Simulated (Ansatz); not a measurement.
# WSe: the cost of one run

Method: DFT PBE, scalar-relativistic, plane waves, PAW, in Ansatz 0.2.0.

The COD cell was measured well above room temperature, so it is larger than a cold one.

1 further run of the same task is left out (set aside as unsound or not needed).

### Step 1. The starting structure

It takes space group Fm-3m (No. 225, cubic). Conventional cell: a = 5.552 Å, b = 5.552 Å, c = 5.552 Å, α = 90.00°, β = 90.00°, γ = 90.00°. W (site symmetry m-3m) is surrounded by 6 Se at 2.78 Å. Around Se (site symmetry m-3m) lie 6 W at 2.78 Å.

Coordinates:

```cif
data_structure
_symmetry_space_group_name_H-M 'Fm-3m'
_symmetry_Int_Tables_number 225
_cell_length_a 5.5524
_cell_length_b 5.5524
_cell_length_c 5.5524
_cell_angle_alpha 90.000
_cell_angle_beta 90.000
_cell_angle_gamma 90.000
_cell_volume 171.17
loop_
_atom_site_label
_atom_site_type_symbol
_atom_site_symmetry_multiplicity
_atom_site_Wyckoff_symbol
_atom_site_fract_x
_atom_site_fract_y
_atom_site_fract_z
_atom_site_occupancy
W1 W 4 a 0.00000 0.00000 0.00000 1
Se1 Se 4 b 0.50000 0.00000 0.00000 1
```

(A quick probe on a coarse mesh, which set the mesh and smearing, is not shown.)

### Step 3. Rough relaxation on the coarse mesh

Input file input.yaml:

```yaml
crystal:
  lattice:
    - [0.0, 2.7761939885, 2.7761939885]
    - [2.7761939885, 0.0, 2.7761939885]
    - [2.7761939885, 2.7761939885, 0.0]
  atoms:
    - { symbol: W, position: [0.0, 0.0, 0.0], spin: 2.19 }
    - { symbol: Se, position: [0.5, 0.5, 0.5] }
basis:
  ecutwfc: 420
kpoints:
  mp_grid: { grid: [6, 6, 6] }
hamiltonian:
  xc: pbe
scf:
  occupations: { method: gaussian, width: 0.1 }
  lower_state_search: "off"
output:
  forces: true
  stress: true
  eigenvalues: true
  populations: true
magnetization:
  spin_polarized: true
relax:
  adjacent_minimum: "off"
  f_tol: 0.04
  max_steps: 70
  cell: { stress_tol: 0.4 }
```

On the command line:

```bash
$ ansatz run input.yaml --threads 1 --pin off --max-ram 2560MiB --backend cpu --events-out ev --progress --plain --runs-dir out
```

**Question.** How long does this run take on 1 thread of Intel Xeon Platinum 8259CL at 2.50GHz (Skylake/Cascade Lake), shared host, and how much memory does it need?

About 45 s, with a peak of 0.42 GiB.
